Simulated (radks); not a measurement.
# Ionising hafnium step by step, Hf²⁴⁺ to Hf⁴⁷⁺

One table from this session's results is given with a row withheld; the runs are named, their logs left out.

The numbers are computed with radks (a radial shooting solver on a logarithmic mesh, Libxc functionals) version 1 (Dirac Kohn-Sham, BLYP, spin-unpolarised, spherical densities, finite nucleus; open shells fill j = l - 1/2 first), except any that are marked as measured or tabulated.

## The atom as given

```
element             : hafnium (Z = 72)
charges             : 24 to 47
first configuration : [Kr] 4d10 4f2
last configuration  : [Ar] 3d7
```

The first run:

Input:

```text
Z 72
configuration [Kr] 4d10 4f2 5s0 5p0
relativity Dirac
functional b88,lyp
spin unpolarised
j_filling energy
nucleus finite rms 5.347 fm
c 137.035999084
```

Steps of the session up to this table: Hf²⁴⁺, [Kr] 4d10 4f2.

One of the session's tables, all rows but one given; the rest of the session is left out.

It belongs to the step «Hf²⁴⁺, [Kr] 4d10 4f2». Sizes of the orbitals, from the radial functions (bohr):

```
level     <r>  outermost maximum (interpolated)  90 % within  nodes
4p3/2  0.4744                             0.452        0.682      2
4d3/2  0.4752                             0.443        0.699      1
4d5/2  0.4828                             0.451        0.709      1
4f5/2  0.4699                             0.392        0.715      0
4f7/2  0.4731                             0.395        0.719      0
5s1/2       ?                                 ?            ?      ?
5p1/2  0.8667                             0.859         1.21      3
5p3/2  0.9041                             0.899         1.26      3
```

Estimate the missing values for 5s1/2.

The run gave: <r>: 0.8448; outermost maximum (interpolated): 0.838; 90 % within: 1.18; nodes: 4. In the column «<r>» it lies between 4d5/2 (0.4828) and 5p1/2 (0.8667).

To keep in mind: Spin polarisation and multiplet splitting are left out, so open shells lie too high by an amount that depends on their filling.
